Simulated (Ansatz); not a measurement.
# H3C2N: the cost of one run

All numbers below are computed with Ansatz 0.2.0 (DFT PBE+D3(BJ), plane waves, PAW, scalar-relativistic, no spin polarisation).

### Step 1. The system as given

The cell holds 36 atoms (C12H18N6): a = 8.312 Å, b = 8.312 Å, c = 8.312 Å, α = 90.00°, β = 90.00°, γ = 90.00°.

Its coordinates follow in the input file.

### Step 2. Preparing the start

input.yaml

```yaml
crystal:
  lattice:
    - [8.311659, 0.0, 0.0]
    - [0.0, 8.311659, 0.0]
    - [0.0, 0.0, 8.311659]
  atoms:
    - { symbol: C, position: [0.9917145, 0.0915286, 0.3707102] }
    - { symbol: C, position: [0.8916387, 0.1657931, 0.4946414] }
    - { symbol: "N", position: [0.8109143, 0.2256973, 0.5946084] }
    - { symbol: H, position: [1.0014375, 0.1712015, 0.2667601] }
    - { symbol: H, position: [1.1121268, 0.0683848, 0.4177547] }
    - { symbol: H, position: [0.9387403, -0.0222605, 0.3320616] }
    - { symbol: C, position: [0.4595876, 0.7735493, 0.2698756] }
    - { symbol: C, position: [0.4842584, 0.7016748, 0.428352] }
    - { symbol: "N", position: [0.5041586, 0.6436985, 0.5561841] }
    - { symbol: H, position: [0.4712959, 0.904153, 0.2771914] }
    - { symbol: H, position: [0.5488009, 0.7277024, 0.1850994] }
    - { symbol: H, position: [0.3396442, 0.7442095, 0.2251465] }
    - { symbol: C, position: [0.131941, 0.8757918, 0.6656437] }
    - { symbol: C, position: [0.2576787, 0.7909889, 0.754457] }
    - { symbol: "N", position: [0.3591028, 0.722584, 0.8260968] }
    - { symbol: H, position: [0.1857466, 0.9612349, 0.5816652] }
    - { symbol: H, position: [0.058865, 0.7901854, 0.5979724] }
    - { symbol: H, position: [0.0542641, 0.9413405, 0.7488159] }
    - { symbol: C, position: [0.4137748, 0.3660476, 0.8829184] }
    - { symbol: C, position: [0.4335295, 0.2121029, 0.8004556] }
    - { symbol: "N", position: [0.4494642, 0.0879261, 0.7339384] }
    - { symbol: H, position: [0.4411719, 0.3527031, 1.0106653] }
    - { symbol: H, position: [0.4947868, 0.455635, 0.8313521] }
    - { symbol: H, position: [0.2901342, 0.4085001, 0.870319] }
    - { symbol: C, position: [0.714352, 0.4143964, 0.0737641] }
    - { symbol: C, position: [0.8305823, 0.5272586, 0.1418961] }
    - { symbol: "N", position: [0.9243374, 0.6182969, 0.1968536] }
    - { symbol: H, position: [0.6496426, 0.4707239, -0.0256736] }
    - { symbol: H, position: [0.7761087, 0.3074966, 0.0289703] }
    - { symbol: H, position: [0.627688, 0.3779489, 0.165464] }
    - { symbol: C, position: [0.829258, 0.9556294, 1.0190965] }
    - { symbol: C, position: [0.7916319, 0.8504679, 0.8833958] }
    - { symbol: "N", position: [0.7612815, 0.7656413, 0.7739353] }
    - { symbol: H, position: [0.8470344, 1.0788232, 0.9772009] }
    - { symbol: H, position: [0.7307904, 0.9542276, 1.1059878] }
    - { symbol: H, position: [0.9389602, 0.9149197, 1.0787297] }
basis:
  ecutwfc: 420.0
kpoints:
  mp_grid: { grid: [1, 1, 1] }
hamiltonian:
  xc: pbe
  dispersion: d3bj
scf:
  occupations: { method: fermi_dirac, width: 0.05 }
  lower_state_search: "off"
relax:
  f_tol: 0.3
  max_steps: 15
  adjacent_minimum: "off"
```

Command:

```
> ansatz run input.yaml --threads 1 --pin off --max-ram 3072MiB --backend cpu --events-out ev --progress --plain --runs-dir out
```

**Question.** How long does this run take on 1 thread of Intel Xeon Platinum 8488C (Sapphire Rapids), shared host, and how much memory does it need?

About 45 s, with a peak of 0.58 GiB.
